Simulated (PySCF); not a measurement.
# C3H9BrSn: the cost of one run

Programs: PySCF 2.14.0, with routines of our own; each step states its level. All values are computed. Atoms count from 0.

## (1) The system as given

14 atoms, charge 0, multiplicity 1; geometry from: GFN2-xTB.

## (2) Optimising the geometry at PBE0-D3(BJ)/def2-SVP

What the job is given:

```
{"job": {"xc": "PBE0", "basis": "def2-SVP", "d3": "d3bj", "grid": 1, "maxiter": 30, "shake": 0.01, "kind": "geom"}, "charge": 0, "multiplicity": 1}
C     -1.603780     1.314970    -0.410200
Sn     0.057740     0.118500     0.313150
C      1.927240     0.442970    -0.793080
C     -0.401140    -1.997840     0.640410
Br     0.523820     1.009860     2.602690
H     -1.903460     1.030610    -1.416090
H     -2.465900     1.218130     0.246860
H     -1.321110     2.391400    -0.439350
H      2.751300    -0.084450    -0.274460
H      1.842530     0.082950    -1.791050
H      2.174770     1.500710    -0.791870
H     -0.650280    -2.475420    -0.296800
H     -1.327170    -2.066150     1.284630
H      0.388290    -2.501320     1.117400
```

Started as:

```bash
> OMP_NUM_THREADS=1 python heavy_run.py task.json out
```

The driver reads the jobs from task.json and runs them one after another.

Q: Estimate the wall time and peak memory of this first job on 1 thread of Intel Xeon 6975P-C, shared host.

About 2.1 min, with a peak of 0.58 GiB.
